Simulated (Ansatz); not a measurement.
# TiB (doublet): the correlation ladder, def2-SVP

How much of the correlation energy of TiB (doublet) does each wave-function method recover here?

Method: def2-SVP, core rule «outside noble gas», up to 10 orbitals frozen; program: Ansatz 0.2.0, Gaussian basis.

Plan: UHF; CCSD(T) on ROHF; CISD; CCSDT(Q) on ROHF; CISDTQ; Full CI.

17 further runs of the same task are left out: 10 for a known fault of the program, 2 that didn't finish, 5 set aside as unsound or not needed.

**1. What is computed**

The geometry is a PBE0/def2-TZVP stationary point (not a proven minimum).

2 atoms, charge 0, spin multiplicity 2.

Atoms are counted from 1 here; the program's logs count them from 0.

Bond lengths: Ti1–B2 2.158 Å.

**2. UHF**

The input, in.yaml:

```yaml
crystal:
  periodic: [false, false, false]
  atoms:
    - {symbol: Ti, position_ang: [0.000000, 0.000000, 0.000000]}
    - {symbol: B, position_ang: [0.000000, 0.000000, 2.157871]}
basis:
  gaussian: {orbitals: def2-SVP}
magnetization: {spin_polarized: true, initial_magnetization: 1}
hamiltonian: {xc: hf}
output: {orbitals: {seedname: orbitals}}
```

Run with:

```
ansatz run in.yaml --threads 1 --pin off --events-out ev --progress --plain --max-ram 4096MiB --backend cpu
```

The runs that follow: CCSD(T) on ROHF; CISD; CCSDT(Q) on ROHF; CISDTQ; Full CI.

**Question.** What will the summary of the whole plan be? Wanted: FCI below the RHF energy; RMP2 from FCI; RCCSD from FCI; RCCSD(T) from FCI; T1 diagnostic; effectively unpaired electrons.

**Answer**, as computed:

```
                         quantity            value
         FCI below the RHF energy       -5.7059 eV
                    RMP2 from FCI  +40.60 kcal/mol
                   RCCSD from FCI  +10.33 kcal/mol
                RCCSD(T) from FCI   +0.43 kcal/mol
levels within 1 kcal/mol (43 meV)         RCCSD(T)
                    T1 diagnostic            0.268
   effectively unpaired electrons             2.83
```

RCCSD(T) misses by +0.43 kcal/mol, 0.3 % of the correlation energy. The occupations show strong static correlation (2.8 unpaired electrons where one determinant has 1). Coupled cluster on one determinant still stays close here. Coupled cluster took another determinant than the lowest Hartree-Fock one. These misses are within one basis, not against nature.
